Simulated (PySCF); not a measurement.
# [HgCl3(H2O)]−: other functionals and bases at one geometry

Aim: see how levels, charges and forces of [HgCl3(H2O)]− depend on the level of theory. The species was built from a template and needn't be a known compound.

Program: PySCF 2.14.0. Level of theory: several levels, as the steps say, no spin–orbit coupling. These are calculated values, not measurements.

1 further run of the same task is left out (for a known fault of the program).

## (1) Starting geometry

7 atoms, charge -1, spin multiplicity 1.

Bond lengths: Hg1–Cl2 2.487 Å, Hg1–Cl3 2.412 Å, Hg1–Cl4 2.487 Å, O5–H6 0.972 Å, O5–H7 0.972 Å. Angles: Cl2–Hg1–Cl3 124.6°, Cl2–Hg1–Cl4 110.9°, Cl3–Hg1–Cl4 124.6°, H6–O5–H7 102.3°.

Geometry (Å):

```xyz
7
charge -1, multiplicity 1
Hg   -0.1444   -0.3309    0.3309
Cl    0.6042    1.9628    0.9329
Cl   -1.3785   -1.7965    1.7965
Cl    0.6042   -0.9329   -1.9628
O    -1.4476    1.5615   -1.5615
H    -0.8452    2.0294   -0.9593
H    -0.8452    0.9593   -2.0294
```

Formal oxidation states: Hg +2. An earlier session relaxed this geometry at PBE0, Hg def2-SVP with ECP60, Cl def2-SVP, O def2-SVP, H def2-SVP (singlet, point group Cs).

At PBE0 on the finer grid: E = -1609.672822 Eh, HOMO -3.61 eV, LUMO 2.07 eV, Mulliken charge on Hg1 +0.44 e, largest force component 0.053 eV/Å. 

Levels to run: HF; CAM-B3LYP; PBE0, TZVP. Hardware: 2 threads of Arm Neoverse V1, shared host.

## (2) HF

Contents of run.py (the lines that set the calculation):

```python
mol = gto.M(atom='''
Hg    -0.14442    -0.33088     0.33088
Cl     0.60419     1.96279     0.93295
Cl    -1.37847    -1.79650     1.79650
Cl     0.60419    -0.93295    -1.96279
O     -1.44761     1.56152    -1.56152
H     -0.84525     2.02936    -0.95927
H     -0.84525     0.95927    -2.02936''',
    basis={'Hg': 'def2-SVP', 'Cl': 'def2-SVP', 'O': 'def2-SVP', 'H': 'def2-SVP'},
    ecp={'Hg': 'def2-SVP'},
    charge=-1, spin=0)
mf = scf.RHF(mol)
mf = mf.density_fit()  # fitting sets: Hg def2-universal-JKFIT, Cl def2-universal-JKFIT, O def2-universal-JKFIT, H def2-universal-JKFIT
mf.conv_tol = 1e-08; mf.max_cycle = 55
mf.kernel(dm0)  # dm0: the density of the relaxed state
```

Command:

```sh
> OMP_NUM_THREADS=2 python run.py
```

What it wrote:

```text
init E= -1606.69485843165
  HOMO = -0.23640076536532  LUMO = 0.206989777575673  gap/eV = 12.06527
cycle= 1 E= -1606.72594524137  delta_E= -0.0311  |g|= 0.0669  |ddm|= 0.641
  HOMO = -0.245480673467394  LUMO = 0.202660222465973  gap/eV = 12.19453
cycle= 2 E= -1606.72810838504  delta_E= -0.00216  |g|= 0.0203  |ddm|= 0.157
  HOMO = -0.246246923746125  LUMO = 0.204920605358333  gap/eV = 12.27689
cycle= 3 E= -1606.72838019056  delta_E= -0.000272  |g|= 0.00793  |ddm|= 0.0714
  HOMO = -0.246838185019821  LUMO = 0.204052213378692  gap/eV = 12.26935
cycle= 4 E= -1606.72840352421  delta_E= -2.33e-05  |g|= 0.00184  |ddm|= 0.012
  HOMO = -0.247063829082864  LUMO = 0.20391180840721  gap/eV = 12.27167
cycle= 5 E= -1606.72840669726  delta_E= -3.17e-06  |g|= 0.000533  |ddm|= 0.00676
  HOMO = -0.247054297429739  LUMO = 0.2039324619511  gap/eV = 12.27197
cycle= 6 E= -1606.72840691139  delta_E= -2.14e-07  |g|= 0.000148  |ddm|= 0.00165
  HOMO = -0.247066529860622  LUMO = 0.203909556709277  gap/eV = 12.27168
cycle= 7 E= -1606.72840692556  delta_E= -1.42e-08  |g|= 5.81e-05  |ddm|= 0.000412
  HOMO = -0.247067257145861  LUMO = 0.203907522975227  gap/eV = 12.27165
cycle= 8 E= -1606.728406927  delta_E= -1.44e-09  |g|= 1.21e-05  |ddm|= 0.000134
  HOMO = -0.247066639825534  LUMO = 0.20390753581108  gap/eV = 12.27163
Extra cycle  E= -1606.72840692712  delta_E= -1.16e-10  |g|= 5.8e-06  |ddm|= 3.23e-05
converged SCF energy = -1606.72840692712
```

It took 3 s on 2 threads of Arm Neoverse V1, shared host.

It gives: E = -1606.728407 Eh, HOMO -6.72 eV, LUMO 5.55 eV, Mulliken charge on Hg1 +0.77 e, largest force component 1.506 eV/Å. 

## (3) CAM-B3LYP

run.py (the lines that set the calculation), as its differences from that of step 2:

```diff
@@ -11,3 +11,4 @@
     charge=-1, spin=0)
-mf = scf.RHF(mol)
+mf = dft.RKS(mol, xc='CAMB3LYP')
+mf.grids.atom_grid = (75, 302)
 mf = mf.density_fit()  # fitting sets: Hg def2-universal-JKFIT, Cl def2-universal-JKFIT, O def2-universal-JKFIT, H def2-universal-JKFIT
```

Command:

```sh
> OMP_NUM_THREADS=2 python run.py
```

What it wrote:

```text
init E= -1610.17538363451
  HOMO = -0.177682276449272  LUMO = 0.116039400230402  gap/eV = 7.99257
cycle= 1 E= -1610.17670057275  delta_E= -0.00132  |g|= 0.0289  |ddm|= 0.154
  HOMO = -0.175083500021928  LUMO = 0.116167169733065  gap/eV = 7.92533
cycle= 2 E= -1610.17673618572  delta_E= -3.56e-05  |g|= 0.0288  |ddm|= 0.0633
  HOMO = -0.176021690909375  LUMO = 0.116780389439613  gap/eV = 7.96755
cycle= 3 E= -1610.17691125023  delta_E= -0.000175  |g|= 0.00288  |ddm|= 0.0312
  HOMO = -0.176474247355093  LUMO = 0.116516898770808  gap/eV = 7.97270
cycle= 4 E= -1610.17691304718  delta_E= -1.8e-06  |g|= 0.00101  |ddm|= 0.004
  HOMO = -0.17647036051198  LUMO = 0.116513755376531  gap/eV = 7.97250
cycle= 5 E= -1610.17691333378  delta_E= -2.87e-07  |g|= 0.000409  |ddm|= 0.00169
  HOMO = -0.176451184892549  LUMO = 0.116553690352805  gap/eV = 7.97307
cycle= 6 E= -1610.17691337033  delta_E= -3.65e-08  |g|= 4.62e-05  |ddm|= 0.000561
  HOMO = -0.176453144524174  LUMO = 0.116551561001106  gap/eV = 7.97306
cycle= 7 E= -1610.17691337137  delta_E= -1.03e-09  |g|= 1.01e-05  |ddm|= 0.000105
  HOMO = -0.176453664856234  LUMO = 0.116551191610201  gap/eV = 7.97307
Extra cycle  E= -1610.17691337141  delta_E= -4.05e-11  |g|= 7.73e-06  |ddm|= 2.88e-05
converged SCF energy = -1610.17691337141
```

It took 8.3 s on 2 threads of Arm Neoverse V1, shared host.

Read off: E = -1610.176913 Eh, HOMO -4.80 eV, LUMO 3.17 eV, Mulliken charge on Hg1 +0.41 e, largest force component 0.074 eV/Å. 

## (4) PBE0, TZVP

Basis: Hg def2-TZVP with ECP60, Cl def2-TZVP, O def2-TZVP, H def2-TZVP. 

run.py (the lines that set the calculation), as its differences from that of step 3:

```diff
@@ -8,6 +8,6 @@
 H     -0.84525     0.95927    -2.02936''',
-    basis={'Hg': 'def2-SVP', 'Cl': 'def2-SVP', 'O': 'def2-SVP', 'H': 'def2-SVP'},
-    ecp={'Hg': 'def2-SVP'},
+    basis={'Hg': 'def2-TZVP', 'Cl': 'def2-TZVP', 'O': 'def2-TZVP', 'H': 'def2-TZVP'},
+    ecp={'Hg': 'def2-TZVP'},
     charge=-1, spin=0)
-mf = dft.RKS(mol, xc='CAMB3LYP')
+mf = dft.RKS(mol, xc='PBE0')
 mf.grids.atom_grid = (75, 302)
@@ -15,2 +15,2 @@
 mf.conv_tol = 1e-08; mf.max_cycle = 55
-mf.kernel(dm0)  # dm0: the density of the relaxed state
+mf.kernel(dm0)  # dm0: free metal ions and neutral atoms
```

Command:

```sh
> OMP_NUM_THREADS=2 python run.py
```

What it wrote:

```text
init E= -1650.18653557716
  HOMO = -0.00650443136031487  LUMO = 0.0843859102680694  gap/eV = 2.47325
cycle= 1 E= -1608.37175282985  delta_E= 41.8  |g|= 4.21  |ddm|= 4.06
  HOMO = 0.0543540401533928  LUMO = 0.0968015954366213  gap/eV = 1.15506
cycle= 2 E= -1607.5669536187  delta_E= 0.805  |g|= 3.93  |ddm|= 5.21
  HOMO = -0.167368229760806  LUMO = -0.0103141119650871  gap/eV = 4.27366
cycle= 3 E= -1610.05080758014  delta_E= -2.48  |g|= 1.05  |ddm|= 3.55
  HOMO = -0.127793087816472  LUMO = 0.0820631989356054  gap/eV = 5.71048
cycle= 4 E= -1610.24391565731  delta_E= -0.193  |g|= 0.306  |ddm|= 1.37
  HOMO = -0.154479015237558  LUMO = 0.0557418383514346  gap/eV = 5.72040
cycle= 5 E= -1610.26209053409  delta_E= -0.0182  |g|= 0.0609  |ddm|= 0.286
  HOMO = -0.149790813678055  LUMO = 0.0607132825028452  gap/eV = 5.72811
cycle= 6 E= -1610.2628232376  delta_E= -0.000733  |g|= 0.0191  |ddm|= 0.0568
  HOMO = -0.148907472642867  LUMO = 0.0616225872486175  gap/eV = 5.72881
cycle= 7 E= -1610.26288523278  delta_E= -6.2e-05  |g|= 0.00538  |ddm|= 0.0149
  HOMO = -0.149172663348167  LUMO = 0.0613178066704949  gap/eV = 5.72774
cycle= 8 E= -1610.26289052314  delta_E= -5.29e-06  |g|= 0.00149  |ddm|= 0.00391
  HOMO = -0.14929805706933  LUMO = 0.0612529815211872  gap/eV = 5.72939
cycle= 9 E= -1610.26289095603  delta_E= -4.33e-07  |g|= 0.00039  |ddm|= 0.00144
  HOMO = -0.149290150146879  LUMO = 0.0612586742696853  gap/eV = 5.72933
cycle= 10 E= -1610.26289098575  delta_E= -2.97e-08  |g|= 9.99e-05  |ddm|= 0.000374
  HOMO = -0.149290250403806  LUMO = 0.0612553726088425  gap/eV = 5.72924
cycle= 11 E= -1610.26289098833  delta_E= -2.58e-09  |g|= 1.89e-05  |ddm|= 0.00011
  HOMO = -0.149289068461292  LUMO = 0.0612570389031189  gap/eV = 5.72925
Extra cycle  E= -1610.26289098831  delta_E= 2.68e-11  |g|= 2.27e-05  |ddm|= 4.12e-05
converged SCF energy = -1610.26289098831
```

It took 17 s on 2 threads of Arm Neoverse V1, shared host.

Read off: E = -1610.262891 Eh, HOMO -4.06 eV, LUMO 1.67 eV, Mulliken charge on Hg1 +0.72 e, largest force component 0.298 eV/Å. 

## (5) Results

| level | state | HOMO (eV) | gap (eV) | charge on Hg1 (e) | dipole (D) | largest force (eV/Å) | basis functions | time |
| --- | --- | --- | --- | --- | --- | --- | --- | --- |
| PBE0 (relaxed here) | singlet | -3.61 | 5.68 | 0.44 | 1.54 | 0.05 | 110 | 19 s |
| HF | singlet | -6.72 | 12.27 | 0.77 | 1.67 | 1.51 | 110 | 3 s |
| CAM-B3LYP | singlet | -4.80 | 7.97 | 0.41 | 1.56 | 0.07 | 110 | 8.3 s |
| PBE0, TZVP | singlet | -4.06 | 5.73 | 0.72 | 1.62 | 0.30 | 197 | 17 s |

Times are on 2 threads of Arm Neoverse V1, shared host; the first row also made further properties. The dipole of a charged species depends on the origin, so these sizes hold for this origin alone.

In one basis the HOMO–LUMO gap runs from 5.68 eV (PBE0) to 12.27 eV (HF). The largest leftover force, 1.51 eV/Å with HF, stands at a geometry relaxed at another level. The Mulliken charge on Hg spans +0.41 to +0.77 e over the levels. Total energies of different levels can't be compared. Spin–orbit coupling is left out throughout.
